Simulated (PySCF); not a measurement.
# [Fe2F]+: relaxation and vibrations of the septet

The task is one start of a wider search on [Fe2F]+: the septet, from a bent start. It is relaxed, tested by its Hessian and followed downhill if it is a saddle.

Method: PBE0, basis F def2-SVP, Fe def2-SVP, no relativity, density fitting; program: PySCF 2.14.0.

## 1. The system as given

3 atoms, charge 1, spin multiplicity 7.

Bond lengths: F1–Fe2 1.764 Å, F1–Fe3 1.764 Å. Angles: Fe2–F1–Fe3 110.0°.

```xyz
3
charge 1 multiplicity 7
F     0.0000    0.0000    0.0000
Fe    1.4450    0.0000    1.0118
Fe   -1.4450    0.0000    1.0118
```

## 2. First SCF at the start

The steps below are one call of a driver around PySCF. For each, scf.py gives the equivalent set-up of the SCF; relaxations use the driver's own optimiser. After this first run the driver tries any further starts and a stability analysis.

scf.py

```python
from pyscf import gto, scf, dft
mol = gto.M(atom='''
F      0.000000     0.000000     0.000000
Fe     1.445000     0.000000     1.011800
Fe    -1.445000     0.000000     1.011800''',
    basis={'F': 'def2-SVP', 'Fe': 'def2-SVP'},
    charge=1, spin=6)
mf = dft.UKS(mol, xc='PBE0')
mf.grids.atom_grid = (50, 194)
aux = {'F': 'def2-universal-JKFIT', 'Fe': 'def2-universal-JKFIT'}
mf = mf.density_fit(auxbasis=aux)
mf.conv_tol = 1e-08
mf.diis_space = 10
mf.max_cycle = 60
mf.init_guess = 'minao'
mf.verbose = 4
mf.kernel()
```

Command:

```sh
$ OMP_NUM_THREADS=2 python axn.py task.json out
```

The log of the run (excerpt; [...] marks lines left out):

```text
[... the frontier levels of the middle cycles are left out ...]
init E= -2624.4253279485
[... the frontier-level lines of each cycle are left out ...]
cycle= 1 E= -2607.6791244009  delta_E= 16.7  |g|= 3.02  |ddm|= 15.1
cycle= 2 E= -2602.7141117315  delta_E= 4.97  |g|=    5  |ddm|= 14.3
cycle= 3 E= -2618.49857655901  delta_E= -15.8  |g|= 3.71  |ddm|= 3.66
cycle= 4 E= -2618.66604436193  delta_E= -0.167  |g|= 3.64  |ddm|= 0.531
cycle= 5 E= -2618.4169481112  delta_E= 0.249  |g|= 3.65  |ddm|= 0.127
cycle= 6 E= -2618.31630729634  delta_E= 0.101  |g|= 3.66  |ddm|= 0.122
cycle= 7 E= -2618.3434463901  delta_E= -0.0271  |g|= 3.67  |ddm|= 0.34
cycle= 8 E= -2618.4073010471  delta_E= -0.0639  |g|= 3.66  |ddm|= 0.325
cycle= 9 E= -2618.65559917685  delta_E= -0.248  |g|= 3.64  |ddm|= 0.301
cycle= 10 E= -2618.62400634735  delta_E= 0.0316  |g|= 3.65  |ddm|= 0.165
cycle= 11 E= -2618.4993455309  delta_E= 0.125  |g|= 3.67  |ddm|= 0.843
cycle= 12 E= -2606.19888832037  delta_E= 12.3  |g|= 4.05  |ddm|= 14.3
cycle= 13 E= -2619.3288636636  delta_E= -13.1  |g|= 3.62  |ddm|= 14.3
cycle= 14 E= -2621.94077388739  delta_E= -2.61  |g|= 3.06  |ddm|= 1.76
[... 46 cycles left out ...]
SCF not converged.
init E= -2624.4253279485
[... 20 cycles left out ...]
SCF not converged.
init E= -2625.99565999961
[... 16 cycles left out ...]
cycle= 17 E= -2626.00104976667  delta_E= 0.000303  |g|= 0.00947  |ddm|= 0.0937
cycle= 18 E= -2626.0009241551  delta_E= 0.000126  |g|= 0.00579  |ddm|= 0.0425
cycle= 19 E= -2626.0007865964  delta_E= 0.000138  |g|= 0.00815  |ddm|= 0.115
cycle= 20 E= -2626.0007615993  delta_E= 2.5e-05  |g|= 0.0057  |ddm|= 0.0626
cycle= 21 E= -2626.00068885453  delta_E= 7.27e-05  |g|= 0.00497  |ddm|= 0.042
cycle= 22 E= -2626.00063042398  delta_E= 5.84e-05  |g|= 0.00441  |ddm|= 0.0322
cycle= 23 E= -2626.00061361441  delta_E= 1.68e-05  |g|= 0.00295  |ddm|= 0.0123
cycle= 24 E= -2626.00058148777  delta_E= 3.21e-05  |g|= 0.00275  |ddm|= 0.0135
cycle= 25 E= -2626.00058480344  delta_E= -3.32e-06  |g|= 0.00235  |ddm|= 0.00733
cycle= 26 E= -2626.00060479336  delta_E= -2e-05  |g|= 0.00185  |ddm|= 0.00895
cycle= 27 E= -2626.00061821759  delta_E= -1.34e-05  |g|= 0.00178  |ddm|= 0.0106
cycle= 28 E= -2626.00066056624  delta_E= -4.23e-05  |g|= 0.00234  |ddm|= 0.0223
cycle= 29 E= -2626.00068613408  delta_E= -2.56e-05  |g|= 0.00191  |ddm|= 0.0127
cycle= 30 E= -2626.00069509117  delta_E= -8.96e-06  |g|= 0.00178  |ddm|= 0.00428
SCF not converged.
macro= 0  E= -2626.00142764219  delta_E= -0.000732551  |g|= 0.00178033  1 KF 10 JK
macro= 1  E= -2626.01155535839  delta_E= -0.0101277  |g|= 0.0194103  3 KF 14 JK
macro= 2  E= -2626.02007727887  delta_E= -0.00852192  |g|= 0.0155621  4 KF 24 JK
macro= 3  E= -2626.02108867048  delta_E= -0.00101139  |g|= 0.000278337  4 KF 21 JK
macro= 4  E= -2626.02108867283  delta_E= -2.34786e-09  |g|= 7.0031e-05  1 KF 3 JK
macro X = 5  E=-2626.02108867283  |g|= 7.0031e-05  total 14 KF 78 JK
converged SCF energy = -2626.02108867283  <S^2> = 12.678777  2S+1 = 7.1913218
```

This step, with its further starts and checks, took 71 s on 2 threads of Intel Xeon at 2.50GHz (Skylake/Cascade Lake), shared host.

Where DIIS stalls, the driver goes on with a level shift of 0.3 Eh and then with a second-order solver.

The test of internal stability found no lower solution of this spin.

## 3. Bent start, septet: relaxation

The program finds C2v symmetry in the start, which this walk keeps. Threshold on the gradient: 0.0003 Eh/bohr, with a further test on the energy change.

scf.py, as its differences from that of step 2:

```diff
@@ -3,3 +3,3 @@
-F      0.000000     0.000000     0.000000
-Fe     1.445000     0.000000     1.011800
-Fe    -1.445000     0.000000     1.011800''',
+F      0.000000     0.000000    -0.864915
+Fe     1.445000     0.000000     0.146885
+Fe    -1.445000     0.000000     0.146885''',
@@ -15 +14,0 @@
-mf.init_guess = 'minao'
```

Energy and gradient, step by step:

```
step   energy (Eh)  change (kJ/mol)  largest symmetric gradient (Eh/bohr)
   0  -2626.021089             0.00                               0.04592
   1  -2626.028361           -19.09                               0.01803
   2  -2626.030109           -23.68                               0.00717
   3  -2626.030578           -24.91                               0.00511
   4  -2626.031274           -26.74                               0.01039
   5  -2626.032513           -29.99                               0.01632
   6  -2626.033623           -32.91                               0.01798
   7  -2626.035046           -36.65                               0.01401
   8  -2626.037567           -43.26                               0.00415
   9  -2626.038672           -46.17                               0.00924
  10  -2626.039299           -47.81                               0.00244
  11  -2626.039603           -48.61                               0.00124
  12  -2626.039828           -49.20                               0.00287
  13  -2626.039903           -49.40                               0.00194
  14  -2626.039901           -49.39                               0.00202
  15  -2626.039929           -49.47                               0.00002
```

The walk took 2.4 min.

Positions (Å) and forces (eV/Å) along the way:

```
step 0
F    0.000   0.000  -0.865   0.000   0.000  -2.361
Fe   1.445   0.000   0.147   2.109   0.000   1.181
Fe  -1.445   0.000   0.147  -2.109   0.000   1.181
step 1
F    0.000   0.000  -0.908   0.000   0.000  -0.785
Fe   1.478   0.000   0.168   0.927   0.000   0.393
Fe  -1.478   0.000   0.168  -0.927   0.000   0.393
step 8
F    0.000   0.000  -0.587   0.000   0.000   0.213
Fe   1.789   0.000   0.008   0.040   0.000  -0.107
Fe  -1.789   0.000   0.008  -0.040   0.000  -0.107
step 15
F    0.000   0.000  -0.192   0.000   0.000   0.001
Fe   1.878   0.000  -0.190  -0.001   0.000  -0.001
Fe  -1.878   0.000  -0.190   0.001   0.000  -0.001
```

End point (D∞h, 15 steps, 49.5 kJ/mol gained): F–Fe 1.878 Å (×2); Fe–F–Fe 179.9°.

## 4. Is it a minimum? Harmonic modes

The point is checked on the finer grid, and tightened if its gradient asks for it. The Hessian and the dipole derivatives come from central differences of analytic gradients, with steps of 0.02 bohr.

scf.py, as its differences from that of step 3:

```diff
@@ -3,3 +3,3 @@
-F      0.000000     0.000000    -0.864915
-Fe     1.445000     0.000000     0.146885
-Fe    -1.445000     0.000000     0.146885''',
+F      0.000000    -0.000000    -0.000000
+Fe     1.878586     0.000000     0.000000
+Fe    -1.878586     0.000000     0.000000''',
@@ -9 +9 @@
-mf.grids.atom_grid = (50, 194)
+mf.grids.atom_grid = (75, 302)
@@ -12 +12 @@
-mf.conv_tol = 1e-08
+mf.conv_tol = 1e-10
```

The driver hands on the density of the step before, so the log starts near convergence.

SCF at the final geometry:

```text
init E= -2626.039703838
[... the frontier-level lines of each cycle are left out ...]
cycle= 1 E= -2626.03970383798  delta_E= 2e-11  |g|= 1.19e-05  |ddm|= 1.99e-05
cycle= 2 E= -2626.0397038379  delta_E= 8.28e-11  |g|= 1.89e-05  |ddm|= 2.53e-05
cycle= 3 E= -2626.03970383803  delta_E= -1.34e-10  |g|= 1.95e-06  |ddm|= 1.84e-05
cycle= 4 E= -2626.03970383804  delta_E= -1.05e-11  |g|= 1.49e-06  |ddm|= 2.05e-06
Extra cycle  E= -2626.03970383804  delta_E= 5.91e-12  |g|= 1.45e-06  |ddm|= 3.42e-06
converged SCF energy = -2626.03970383804  <S^2> = 12.948136  2S+1 = 7.2658477
```

The whole step took 77 s.

Geometry: D∞h; F–Fe 1.879 Å (×2); Fe–F–Fe 180.0°.

Modes, for the most abundant isotopes:

| symmetry | ω (cm⁻¹) | IR (km/mol) |
| --- | --- | --- |
| πu | 65 | 37.6 |
| σg+ | 270 | 0.0 |
| σu+ | 608 | 252 |

All wavenumbers are real: a minimum.

Properties at this point:

| Quantity | Value |
| --- | --- |
| Dipole moment about the centre of mass | 0.00 D |
| Highest occupied level | -9.59 eV |
| Lowest empty level | -7.40 eV |
| Rotational constants | 0.0427 cm⁻¹ |
| Zero-point energy | 6.0 kJ/mol |
| Principal polarisabilities | 47.4, 47.4, 61.0 bohr³ |
| Principal traceless quadrupole moments about the centre of mass | -15.26, -15.26, 30.52 D Å |
| Entropy at 298.15 K and 1 bar (electronic part: spin only) | 303.3 J/(mol K) |
| Heat capacity Cp at 298.15 K | 57.1 J/(mol K) |
| Enthalpy at 298.15 K above 0 K | 14.51 kJ/mol |
| Rotational symmetry number | 2 |
| Spin squared ⟨S²⟩ | 12.948 |

Populations by atom (charges in e):

```csv
atom,Mulliken,Löwdin,polar tensor,spin (Mulliken),Mayer order to F1
F1,-0.52,-0.29,-0.91,0.06,–
"Fe2,3",0.76,0.64,0.96,2.97,0.44
```

Mulliken populations on F1: s 3.92, p 5.60, d 0.00.

## 5. What came out

```
                                          quantity                              value
                                           minimum      broken-symmetry (Ms = 3), D∞h
                                          geometry  F–Fe 1.879 Å (×2); Fe–F–Fe 180.0°
                                wavenumbers (cm⁻¹)      65 (πu), 270 (σg+), 608 (σu+)
                    dipole moment (centre of mass)                             0.00 D
highest occupied, lowest empty level (either spin)                    -9.59, -7.40 eV
                         polar-tensor charge of F1                            -0.91 e
                                 zero-point energy                         6.0 kJ/mol
                               entropy at 298.15 K                    303.3 J/(mol K)
                                              ⟨S²⟩                             12.948
```

What this shows: From C2v at the start the molecule goes to a D∞h minimum. The determinant is spin-contaminated (⟨S²⟩ = 12.95 against 12.00), so it is no pure spin state. The strongest infrared band lies at 608 cm⁻¹ (σu+). Only this shape and spin were tried, so other structures or states may lie lower. One determinant may miss the lowest occupation of an open d or f shell.

The search up to here took 4.8 min.
